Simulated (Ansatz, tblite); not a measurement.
# The cluster Mg₄N₂+: rung by rung

Aim: run the doublet of the cluster Mg₄N₂+ at one geometry on many levels, and compare frontier levels, spin and run time.

Computed with Ansatz 0.2.0, Gaussian basis. Level: as each input shows.

The runs, in order: GFN1-xTB, GFN2-xTB, PBE-D4/def2-TZVP, r2SCAN-D4/def2-TZVP, LC-ωPBE/def2-TZVP, r2SCANh-D4/def2-TZVP, ωB97M-V/def2-TZVP, PBE-D4/def2-SVP, PBE0-D4/def2-SVP, HF/STO-3G, HF/6-31G, B3LYP-D4/6-31G, CCSD(T)/def2-SVP, MP2/def2-TZVP, RPA/def2-TZVP.

3 further runs of the same task are left out: 3 set aside as unsound or not needed. Runs told in other sessions of the task aren't counted.

## 1. The relaxed structure

The geometry is that of the doublet, from an earlier relaxation (PBE-D4/def2-SVP). At that level it is the lowest of the isomers that a small search found.

6 atoms, charge 1, spin multiplicity 2.

Bond lengths: Mg1–Mg2 3.077 Å, Mg2–Mg4 2.902 Å, Mg2–N5 2.309 Å, Mg3–N5 2.218 Å, Mg3–N6 2.184 Å, Mg4–N6 2.329 Å, N5–N6 1.228 Å. Angles: Mg1–Mg2–Mg4 168.4°, Mg1–Mg2–N5 124.3°, Mg4–Mg2–N5 67.3°, N5–Mg3–N6 32.4°, Mg2–Mg4–N6 70.3°, Mg2–N5–Mg3 172.2°, Mg2–N5–N6 115.5°, Mg3–N5–N6 72.3°, Mg3–N6–Mg4 177.8°, Mg3–N6–N5 75.3°, Mg4–N6–N5 106.8°.

The ion is computed in the gas phase, without counter-ions or solvent.

PBE0-D4/def2-TZVP was run before; its log isn't repeated, and its numbers join the tables.

## 2. GFN1-xTB

Tight binding, by tblite at 300 K electronic temperature and without a spin-polarisation term:

```python
tblite.interface.Calculator('GFN1-xTB', numbers, positions, charge=1, uhf=1).singlepoint()
```

Energy -241.3214 eV; 0.005 s.

## 3. GFN2-xTB

Tight binding, by tblite at 300 K electronic temperature and without a spin-polarisation term:

```python
tblite.interface.Calculator('GFN2-xTB', numbers, positions, charge=1, uhf=1).singlepoint()
```

Energy -205.4520 eV; 0.028 s.

## 4. PBE-D4/def2-TZVP

start.molden holds the orbitals of an earlier run on this state, given as this run's starting guess.

Input file in.yaml:

```yaml
crystal:
  periodic: [false, false, false]
  atoms:
    - {symbol: Mg, position_ang: [1.314799, 1.211696, 3.819051]}
    - {symbol: Mg, position_ang: [1.159677, 0.515745, 0.826132]}
    - {symbol: Mg, position_ang: [-2.694623, -0.998098, -0.977405]}
    - {symbol: Mg, position_ang: [1.577674, 0.027783, -2.003335]}
    - {symbol: N, position_ang: [-0.737762, -0.266233, -0.231247]}
    - {symbol: N, position_ang: [-0.619755, -0.490892, -1.433206]}
basis:
  gaussian: {orbitals: def2-TZVP, initial_orbitals: start.molden}
total_charge: 1
magnetization: {spin_polarized: true, initial_magnetization: 1}
hamiltonian: {xc: pbe, dispersion: d4}
scf: {omitted_lower_state_checks: [starts]}
output: {forces: true, orbitals: {seedname: orbitals}}
```

Started as:

```bash
$ ansatz run in.yaml --threads 4 --pin off --events-out ev --progress --plain --max-ram 4787MiB
```

After this run come: r2SCAN-D4/def2-TZVP; LC-ωPBE/def2-TZVP; r2SCANh-D4/def2-TZVP; ωB97M-V/def2-TZVP; PBE-D4/def2-SVP; PBE0-D4/def2-SVP; HF/STO-3G; HF/6-31G; B3LYP-D4/6-31G; CCSD(T)/def2-SVP; MP2/def2-TZVP; RPA/def2-TZVP.

Before running them: what should the planned runs give, taken together? Wanted: gap in def2-TZVP, named functionals, smallest and largest; correlation energy, CCSD(T)/def2-SVP; correlation energy, MP2/def2-TZVP; ⟨S²⟩ in def2-TZVP, named functionals, smallest and largest; PBE0 total energy, smallest basis above largest.

**Answer**, as computed:

| quantity | value |
| --- | --- |
| gap in def2-TZVP, named functionals, smallest and largest | 1.12 eV (PBE-D4), 5.37 eV (LC-ωPBE) |
| correlation energy, CCSD(T)/def2-SVP | -12.74 eV |
| correlation energy, MP2/def2-TZVP | -29.96 eV |
| ⟨S²⟩ in def2-TZVP, named functionals, smallest and largest | 0.757, 1.105 |
| PBE0 total energy, smallest basis above largest | 11.06 eV (def2-SVP, def2-TZVP) |

Over the named functionals in def2-TZVP the gap runs from 1.12 eV (PBE-D4) to 5.37 eV (LC-ωPBE); exact exchange widens it. Over the named functionals in def2-TZVP spin contamination reaches 0.35 (LC-ωPBE), so some levels may describe another state. Notes on CCSD(T)/def2-SVP: large T1 diagnostic, spin contamination, state flagged by the program.
